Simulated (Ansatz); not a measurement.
# GeH3F (SMILES [F][GeH3]): a rigid scan of the bond length Ge2–H4

One table from this session's results is given with a row withheld; the runs are named, their logs left out.

The runs use Ansatz 0.2.0, Gaussian basis; single points in def2-TZVPP.

Levels: PBE-D4, r2SCAN-D4, PBE0-D4, B3LYP-D4, wB97M-V, Hartree-Fock, MP2, CCSD, CCSD(T). The scan takes 1.349, 1.403, 1.481, 1.572, 1.673, 1.782, 1.898, 2.019, 2.147 Å.

Correlated methods freeze the cores. Filled d shells of the heavier atoms are correlated. B3LYP uses VWN-RPA correlation.

19 further runs of the same task are left out: 19 set aside as unsound or not needed.

**Where the work starts**

The minimum, relaxed at PBE0-D4: SMILES `[F][GeH3]`, 5 atoms, charge 0, spin multiplicity 1.

Atoms are counted from 1 here; the program's logs count them from 0.

Bond lengths: F1–Ge2 1.742 Å, Ge2–H3 1.533 Å, Ge2–H4 1.533 Å, Ge2–H5 1.533 Å. Angles: F1–Ge2–H3 106.2°, F1–Ge2–H4 106.2°, F1–Ge2–H5 106.3°, H3–Ge2–H4 112.5°, H3–Ge2–H5 112.5°, H4–Ge2–H5 112.5°.

Coordinates:

```xyz
5

F    -1.0465    0.4743    1.1622
Ge    0.0682   -0.0416   -0.0728
H     1.3310   -0.5120    0.6586
H    -0.6278   -1.1780   -0.8312
H     0.3251    1.1836   -0.9581
```

Energies of the minimum (eV), from earlier single points: PBE-D4 -59274.53696, r2SCAN-D4 -59284.48976, PBE0-D4 -59276.09064, B3LYP-D4 -59287.40475, wB97M-V -59281.74909, CCSD(T) -59243.81326.

At the minimum the bond length Ge2–H4 is 1.533 Å.

The first run:

Input file ccsdt-tzvpp/in.yaml:

```yaml
crystal:
  periodic: [false, false, false]
  atoms:
    - {symbol: F, position_ang: [-1.046516, 0.474322, 1.162189]}
    - {symbol: Ge, position_ang: [0.068240, -0.041635, -0.072839]}
    - {symbol: H, position_ang: [1.330973, -0.512009, 0.658635]}
    - {symbol: H, position_ang: [-0.544125, -1.041444, -0.740067]}
    - {symbol: H, position_ang: [0.325060, 1.183610, -0.958095]}
basis:
  gaussian: {orbitals: def2-TZVPP}
correlation: {method: ccsd_t}
```

The command line of these runs was not kept.

Steps of the session up to this table: Ge2–H4 = 1.349 Å; Ge2–H4 = 1.403 Å; Ge2–H4 = 1.481 Å; Ge2–H4 = 1.572 Å; Ge2–H4 = 1.673 Å; Ge2–H4 = 1.782 Å; Ge2–H4 = 1.898 Å; Ge2–H4 = 2.019 Å; Ge2–H4 = 2.147 Å.

One of the session's tables, all rows but one given; the rest of the session is left out.

Energies less that of the minimum at the same level (kJ/mol):

```
bond length (Å)  PBE-D4  PBE0-D4  B3LYP-D4  wB97M-V  Hartree-Fock
          1.349    39.7     37.1      37.0     34.9          37.8
          1.403    19.0     17.0      17.0     15.5          17.0
          1.481     3.3      2.4       2.5      1.8           2.1
1.533 (minimum)     0.0      0.0       0.0      0.0           0.0
          1.572     0.5      1.2       1.1      1.7           1.6
          1.673    10.6     13.5      13.0     15.1          15.7
          1.782    31.3     36.8      35.6     39.8          42.0
          1.898       ?        ?         ?        ?             ?
          2.019    92.8    104.9     101.0    111.2         119.3
          2.147   129.4    145.3     140.0    153.0         165.2
```

Estimate the missing values for bond length (Å) = 1.898.

Worked estimate for «PBE-D4». A straight line through the neighbours (1.782, 31.3) and (2.019, 92.8) gives 31.3 + (92.8 − 31.3) × (1.898 − 1.782) / (2.019 − 1.782) = 61.4; a parabola fitted to 4 rows on both sides gives 59.7.

As computed: PBE-D4: 59.5; PBE0-D4: 68.2; B3LYP-D4: 65.7; wB97M-V: 72.9; Hartree-Fock: 77.7. In «PBE-D4» the line misses by +1.9 and the parabola by +0.2.

Caveats from the session: A polynomial through the near points puts the CCSD(T) minimum 0.008 Å below the PBE0-D4 value.
